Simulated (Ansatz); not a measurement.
# C3H6O2Si: up Jacob's ladder to CCSD(T)

One table from this session's results is given with a row withheld; the runs are named, their logs left out.

Method: functionals in def2-TZVPP, the program's frozen cores in correlated methods; program: Ansatz 0.2.0, Gaussian basis.

Levels to be run: PBE-D4, r2SCAN-D4, PBE0-D4, B3LYP-D4, ωB97X-V, ωB97M-V, B2PLYP; CCSD(T)/def2-TZVPP; MP2/def2-QZVPP; extrapolation to the limit.

## The geometry

All runs share one geometry, relaxed beforehand with PBE0-D4 in a triple-zeta def2 set.

SMILES `C=C=C(O)[SiH2]O`, 12 atoms, charge 0, spin multiplicity 1.

Atoms are counted from 1 here; the program's logs count them from 0.

Bond lengths: C1–C2 1.303 Å, C1–H7 1.087 Å, C1–H8 1.087 Å, C2–C3 1.306 Å, C3–O4 1.377 Å, C3–Si5 1.872 Å, O4–H9 0.964 Å, Si5–O6 1.645 Å, Si5–H10 1.489 Å, Si5–H11 1.477 Å, O6–H12 0.959 Å. Angles: C2–C1–H7 121.6°, C2–C1–H8 121.5°, H7–C1–H8 117.0°, C1–C2–C3 177.3°, C2–C3–O4 125.0°, C2–C3–Si5 120.7°, O4–C3–Si5 114.3°, C3–O4–H9 109.1°, C3–Si5–O6 111.5°, C3–Si5–H10 107.7°, C3–Si5–H11 108.6°, O6–Si5–H10 110.6°, O6–Si5–H11 107.1°, H10–Si5–H11 111.3°, Si5–O6–H12 117.1°.

Set-up of the first run:

Contents of in.yaml:

```yaml
crystal:
  periodic: [false, false, false]
  atoms:
    - {symbol: C, position_ang: [0.252268, -2.233538, -1.065043]}
    - {symbol: C, position_ang: [-0.145378, -1.070758, -0.632595]}
    - {symbol: C, position_ang: [-0.492844, 0.098213, -0.164130]}
    - {symbol: O, position_ang: [-1.591472, 0.818564, -0.575912]}
    - {symbol: Si, position_ang: [0.504380, 0.919380, 1.191088]}
    - {symbol: O, position_ang: [1.041166, 2.404449, 0.730155]}
    - {symbol: H, position_ang: [-0.081993, -3.157560, -0.600885]}
    - {symbol: H, position_ang: [0.932990, -2.323211, -1.907523]}
    - {symbol: H, position_ang: [-2.051958, 0.325638, -1.264035]}
    - {symbol: H, position_ang: [-0.366701, 1.026765, 2.393548]}
    - {symbol: H, position_ang: [1.697540, 0.091953, 1.463971]}
    - {symbol: H, position_ang: [0.379002, 3.044804, 0.465162]}
basis:
  gaussian: {orbitals: def2-TZVPP}
hamiltonian: {xc: pbe, dispersion: d4}
output: {forces: true, orbitals: {seedname: orbitals}}
```

The run is started by

```
$ ansatz run in.yaml --threads 4 --pin off --events-out ev --progress --plain --max-ram 10444MiB
```

Among the steps run: PBE-D4 (GGA); r2SCAN-D4 (meta-GGA); PBE0-D4 (hybrid); B3LYP-D4 (hybrid); ωB97X-V (range-separated); ωB97M-V (range-separated); B2PLYP (double hybrid); CCSD(T) in def2-TZVPP; MP2 in def2-QZVPP.

One of the session's tables, all rows but one given; the rest of the session is left out.

It belongs to the step «Atomisation energies». 

| method | atomisation energy (kcal/mol) |
| --- | --- |
| PBE-D4 | 1185.2 |
| r2SCAN-D4 | 1158.3 |
| PBE0-D4 | 1155.3 |
| B3LYP-D4 | 1153.3 |
| ωB97X-V | 1153.4 |
| ωB97M-V | 1156.4 |
| B2PLYP | 1142.0 |
| HF/def2-TZVPP | 817.0 |
| MP2/def2-TZVPP | 1148.5 |
| CCSD/def2-TZVPP | 1099.9 |
| CCSD(T)/def2-TZVPP | 1120.8 |
| MP2/CBS | ? |
| CCSD(T)/CBS | 1153.7 |

Estimate the missing values for MP2/CBS.

As computed: atomisation energy (kcal/mol): 1181.3. In the column «atomisation energy (kcal/mol)» it lies between r2SCAN-D4 (1158.3) and PBE-D4 (1185.2).

Caveats from the session: Free atoms (3 C, 2 O, 1 Si, 6 H) were run apart at each level; the atomisation energy is their sum less the molecule, without zero-point or spin-orbit terms.
